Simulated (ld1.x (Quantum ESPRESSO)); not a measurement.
# A TM potential for Ta, from input to tests, part 1 of 2

Task: generate the file, and judge it by its errors in other configurations, its logarithmic derivatives, its ghosts and its cutoff.

Method: ld1.x (Quantum ESPRESSO) 7.5, LDA (PW92), scalar-relativistic.

**1. The design**

The settings as typed:

- element: tantalum (Ta, Z = 73)
- type: norm-conserving Troullier–Martins (Kleinman–Bylander form)
- frozen core: [Xe] 4f14
- valence charge: 5
- reference configuration: 5d3 6s2 6p0
- partial waves: 6s (bound): rc 2.50 bohr; 6p (bound, empty): rc 4.00 bohr; 5d (bound): rc 1.95 bohr
- local potential: the d channel
- core correction: not asked for

The outer shells as boxes (Hund's rule for the drawing; the calculation is spin-unpolarised):

```
[Xe] core
4f [↑↓][↑↓][↑↓][↑↓][↑↓][↑↓][↑↓]
5d [↑ ][↑ ][↑ ][  ][  ]
6s [↑↓]
6p [  ][  ][  ]
```

The nodes and maxima of the atom's own shells, from an earlier all-electron run, set the scale for the radii.

All-electron outer shells of the reference configuration (LDA (PW92), scalar-relativistic, ld1.x):

```csv
shell,level (eV),outermost node (bohr),outermost maximum (bohr)
5p,-39.56,0.58,1.13
4f,-24.93,–,0.44
6s,-5.61,1.32,2.74
5d,-3.78,0.65,1.58
6p,-1.48,1.59,3.89
```

**2. Generating the potential**

Contents of Ta.in:

```
 &input
   title='Ta', zed=73., rel=1, dft='PW', iswitch=3,
   config='[Xe] 4f14 5d3 6s2 6p0',
   nld=3, rlderiv=4.35, eminld=-2.0, emaxld=5.0, deld=0.02
 /
 &inputp
   pseudotype=2, tm=.true., lloc=2,
   nlcc=.false.,
   file_pseudopw='Ta.UPF', file_wfcaegen='ae.wfc', file_wfcncgen='nc.wfc', file_beta='beta', file_chi='chi'
 /
3
6S  1  0   2.00   0.00  2.50  2.50  0.0
6P  2  1   0.00   0.00  4.00  4.00  0.0
5D  3  2   3.00   0.00  1.95  1.95  0.0
 &test
   configts(1)='5d3 6s2 6p0'
 /
```

Started as:

```sh
$ ld1.x < Ta.in > Ta.out
```

Output in Ta.out (without the banner and most projector matrices):

```text
     Program LD1 v.7.5
     --------------------------- All-electron run ----------------------------

     Ta
     scalar relativistic calculation

     atomic number is 73.00
     dft =PW   lsd =0 sic =0 latt =0  beta=0.20 tr2=1.0E-14
     Exchange-correlation= PW
                           (   1   4   0   0   0   0   0)
     mesh =1273 r(mesh) = 100.43799 a.u. xmin = -7.00 dx = 0.01250
     1 Ry =  13.60569312 eV, c = 137.03599908

     n l     nl                  e(Ry)          e(Ha)          e(eV)
     1 0     1S 1( 2.00)     -4947.5398     -2473.7699    -67314.7087
     2 0     2S 1( 2.00)      -850.1241      -425.0620    -11566.5271
     2 1     2P 1( 6.00)      -745.2653      -372.6327    -10139.8511
     3 0     3S 1( 2.00)      -194.7097       -97.3548     -2649.1598
     3 1     3P 1( 6.00)      -163.5274       -81.7637     -2224.9032
     4 0     4S 1( 2.00)       -39.6482       -19.8241      -539.4406
     4 1     4P 1( 6.00)       -29.4148       -14.7074      -400.2083
     3 2     3D 1(10.00)      -127.0837       -63.5419     -1729.0623
     5 0     5S 1( 2.00)        -5.3797        -2.6898       -73.1939
     5 1     5P 1( 6.00)        -2.9078        -1.4539       -39.5624
     4 2     4D 1(10.00)       -16.3167        -8.1584      -222.0007
     4 3     4F 1(14.00)        -1.8323        -0.9161       -24.9291
     5 2     5D 1( 3.00)        -0.2780        -0.1390        -3.7826
     6 0     6S 1( 2.00)        -0.4125        -0.2063        -5.6128
     6 1     6P 1( 0.00)        -0.1086        -0.0543        -1.4776

     final scf error:  5.7E-15 reached in  28 iterations

     Etot =  -31190.686556 Ry,  -15595.343278 Ha, -424370.909575 eV

     Ekin =   34267.194789 Ry,   17133.597395 Ha,  466228.936487 eV
     Encl =  -77054.235845 Ry,  -38527.117922 Ha,-1048376.286730 eV
     Eh   =   12208.120285 Ry,    6104.060143 Ha,  166099.938211 eV
     Exc  =    -611.765786 Ry,    -305.882893 Ha,   -8323.497542 eV

     normalization and overlap integrals

     s(1S/1S) =  1.000000  <r> =   0.0187  <r2> =    0.0005  r(max) =   0.0116
     s(2S/2S) =  1.000000  <r> =   0.0790  <r2> =    0.0074  r(max) =   0.0670
     s(2P/2P) =  1.000000  <r> =   0.0706  <r2> =    0.0061  r(max) =   0.0549
     s(3S/3S) =  1.000000  <r> =   0.2050  <r2> =    0.0480  r(max) =   0.1891
     s(3P/3P) =  1.000000  <r> =   0.2050  <r2> =    0.0487  r(max) =   0.1868
     s(4S/4S) =  1.000000  <r> =   0.4590  <r2> =    0.2379  r(max) =   0.4315
     s(4P/4P) =  1.000000  <r> =   0.4880  <r2> =    0.2710  r(max) =   0.4480
     s(3D/3D) =  1.000000  <r> =   0.1857  <r2> =    0.0404  r(max) =   0.1510
     s(5S/5S) =  1.000000  <r> =   1.0994  <r2> =    1.3599  r(max) =   0.9847
     s(5P/5P) =  1.000000  <r> =   1.2942  <r2> =    1.9043  r(max) =   1.1298
     s(4D/4D) =  1.000000  <r> =   0.5233  <r2> =    0.3177  r(max) =   0.4593
     s(4F/4F) =  1.000000  <r> =   0.6394  <r2> =    0.5211  r(max) =   0.4424
     s(5D/5D) =  1.000000  <r> =   2.2470  <r2> =    6.2421  r(max) =   1.5833
     s(6S/6S) =  1.000000  <r> =   3.2789  <r2> =   12.2730  r(max) =   2.7443
     s(6P/6P) =  1.000000  <r> =   4.8466  <r2> =   27.4024  r(max) =   3.8944

     ------------------------ End of All-electron run ------------------------

     --------------------- Generating NC pseudopotential ---------------------

      Generating local pot.: lloc=2, matching radius rcloc =   1.9500

      Wfc   6S  rcut= 2.483  Using Troullier-Martins method

      Wfc   6P  rcut= 3.993  Using Troullier-Martins method

     ------------------- End of pseudopotential generation -------------------

     [... the all-electron block is printed once more ...]


     Computing logarithmic derivative in   4.33105
     Computing logarithmic derivative in   4.33105
     Computing the partial wave expansion
     R is outside the sphere for l=    0 j= 0.00
     R is outside the sphere for l=    1 j= 0.00
       no projector for channel:   2

     ---------------------- Testing the pseudopotential ----------------------

     Ta
     scalar relativistic calculation

     atomic number is 73.00   valence charge is  5.00
     dft =PW   lsd =0 sic =0 latt =0  beta=0.20 tr2=1.0E-14
     mesh =1273 r(mesh) = 100.43799 xmin = -7.00 dx = 0.01250

     n l     nl             e AE (Ry)        e PS (Ry)    De AE-PS (Ry)
     3 2     5D   1( 3.00)       -0.27802       -0.27801       -0.00000
     1 0     6S   1( 2.00)       -0.41253       -0.41253        0.00000
     2 1     6P   1( 0.00)       -0.10860       -0.10860       -0.00000

     eps = 5.7E-15  iter =  7

     Etot =  -31190.686556 Ry,  -15595.343278 Ha, -424370.909575 eV
     Etotps =    -9.465185 Ry,      -4.732593 Ha,    -128.780408 eV

     Ekin =       8.663068 Ry,       4.331534 Ha,     117.867041 eV
     Encl =     -25.087765 Ry,     -12.543882 Ha,    -341.336431 eV
     Ehrt =       8.533621 Ry,       4.266811 Ha,     116.105834 eV
     Ecxc =      -2.399533 Ry,      -1.199766 Ha,     -32.647309 eV
     Epseu=       0.825423 Ry,       0.412712 Ha,      11.230457 eV

     ---------------------- End of pseudopotential test ----------------------
```

Wall time 2.2 s (1 thread of Neoverse-V1, shared host). (Generation and the later configuration tests together.)

Partial waves on a coarse radial grid (AE all-electron, PS pseudo):

```
r (bohr)    5d AE   5d PS
   0.200   0.0450  0.0087
   0.400  -0.3012  0.0630
   0.600  -0.0823  0.1813
   0.800   0.2421  0.3430
   1.000   0.4827  0.5035
   1.200   0.6234  0.6232
   1.400   0.6887  0.6874
   1.600   0.7045  0.7043
   1.800   0.6903  0.6903
   2.000   0.6589  0.6589
   2.200   0.6188  0.6188
   2.400   0.5747  0.5747
   2.600   0.5299  0.5299
   2.800   0.4860  0.4860
   3.000   0.4440  0.4440
   3.200   0.4045  0.4045
   3.400   0.3676  0.3676
   3.600   0.3335  0.3335
   3.800   0.3020  0.3020
   4.000   0.2732  0.2732
   4.200   0.2468  0.2468
   4.400   0.2228  0.2228
   4.600   0.2009  0.2009
   4.800   0.1810  0.1810
   5.000   0.1630  0.1630
   5.200   0.1466  0.1466
```

(Continued in part 2 of 2.)
